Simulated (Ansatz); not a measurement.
HfMo:

```xyz
2
Lattice="1.6712 -2.4725 0.0000 1.6712 2.4725 0.0000 0.0000 0.0000 4.4470" Properties=species:S:1:pos:R:3 pbc="T T T"
Hf    0.0000    0.0000    0.0000
Mo    1.6712    0.0000    2.2235
```

The cell comes from a database or a generator and needn't be the stable form of this composition.

Base run:

- Program: Ansatz 0.2.0
- Functional: LDA
- Potentials or basis: all-electron LAPW, scalar-relativistic
- Cutoff: 262 eV
- Density cutoff: 1048 eV
- Basis error allowed: 0.001 eV/atom
- k mesh: 10 × 10 × 6
- Occupations: gaussian, width 0.05 eV
- Spin: no spin polarisation

Its results: band gap on the k mesh none (metal or under the smearing width); pressure -10.7 GPa.

**Question.** The run is repeated on the same cell with these changes: functional from LDA to PBE. What comes out?

**Answer.** Band gap on the k mesh none (metal or under the smearing width); pressure 0.1 GPa.

PBE binds less tightly than LDA, so the same cell stands under more pressure.

Not every run made on this cell is shown here.
